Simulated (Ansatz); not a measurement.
# CdCo2Se3: the cost of one run

Program: Ansatz 0.2.0. Level of theory: DFT PBE, scalar-relativistic, plane waves, PAW, unless a step names another level. These are calculated values, not measurements.

3 further runs of the same task are left out: 2 that didn't finish, 1 set aside as unsound or not needed.

### Step 1. The structure to begin with

Symmetry: I4/mmm, No. 139, tetragonal system. Conventional cell: a = 4.288 Å, b = 4.288 Å, c = 13.292 Å, α = 90.00°, β = 90.00°, γ = 90.00°. Cd (site symmetry 4/mmm) has 4 Se at 3.03 Å as nearest neighbours. Co (site symmetry 4mm) is surrounded by 5 Se at 2.33 to 2.36 Å. Se (site symmetry -4m2) is surrounded by 4 Co at 2.36 Å. Around Se (site symmetry 4/mmm) lie 2 Co at 2.33 Å and 4 Cd at 3.03 Å.

As a file:

```
CELL_PARAMETERS angstrom
-2.14422 2.14422 6.64592
2.14422 -2.14422 6.64592
2.14422 2.14422 -6.64592
ATOMIC_POSITIONS crystal
Cd 0.00000 0.00000 0.00000
Co 0.67531 0.67531 0.00000
Co 0.32469 0.32469 0.00000
Se 0.75000 0.25000 0.50000
Se 0.25000 0.75000 0.50000
Se 0.50000 0.50000 0.00000
```

It came out lowest among 20 distinct ends of the trial cells. At a tolerance of 0.05 Å it has space group I4/mmm (No. 139).

### Step 2. Electronic structure at the relaxed geometry

input.yaml

```yaml
crystal:
  lattice:
    - [-2.144221905, 2.144221905, 6.6459174025]
    - [2.144221905, -2.144221905, 6.6459174025]
    - [2.144221905, 2.144221905, -6.6459174025]
  atoms:
    - { symbol: Cd, position: [0.0, 0.0, 0.0] }
    - { symbol: Co, position: [0.6753096601, 0.6753096601, 0.0] }
    - { symbol: Co, position: [0.3246903399, 0.3246903399, 0.0] }
    - { symbol: Se, position: [0.75, 0.25, 0.5] }
    - { symbol: Se, position: [0.25, 0.75, 0.5] }
    - { symbol: Se, position: [0.5, 0.5, 0.0] }
basis:
  ecutwfc: 420
kpoints:
  mp_grid: { grid: [10, 10, 10] }
  band_path:
    path:
      - [[0.0, 0.0, 0.0], [0.0, 0.0, 0.5], [0.25, 0.25, 0.25], [0.0, 0.5, 0.0], [0.0, 0.0, 0.0], [0.5, 0.5, -0.5], [0.27602373, 0.72397627, -0.27602373]]
      - [[-0.27602373, 0.27602373, 0.27602373], [0.0, 0.0, 0.0]]
      - [[0.0, 0.0, 0.5], [-0.05204747, 0.05204747, 0.5]]
      - [[0.5, 0.5, -0.05204747], [0.5, 0.5, -0.5]]
    npoints: 14
hamiltonian:
  xc: pbe
scf:
  occupations: { method: gaussian, width: 0.1 }
  n_extra_bands: 15
output:
  forces: true
  stress: true
  eigenvalues: true
  populations: true
  dos: { projected: true, de: 0.02, nscf_kmesh: { grid: [12, 12, 12] } }
  bader: true
  write_density: true
  write_potential: true
  elf: true
  volumetric_format: npy
checkpoint:
  read: start.run
  write: ck
  compress: false
  write_wavefunctions: false
  write_every: 100000
```

Run with:

```sh
$ ansatz run input.yaml --threads 1 --pin off --max-ram 2560MiB --backend cpu --events-out ev --progress --plain --runs-dir out
```

**Question.** How long does this run take on 1 thread of Arm Neoverse V1, shared host, and how much memory does it need?

About 3.4 min, with a peak of 1.1 GiB.
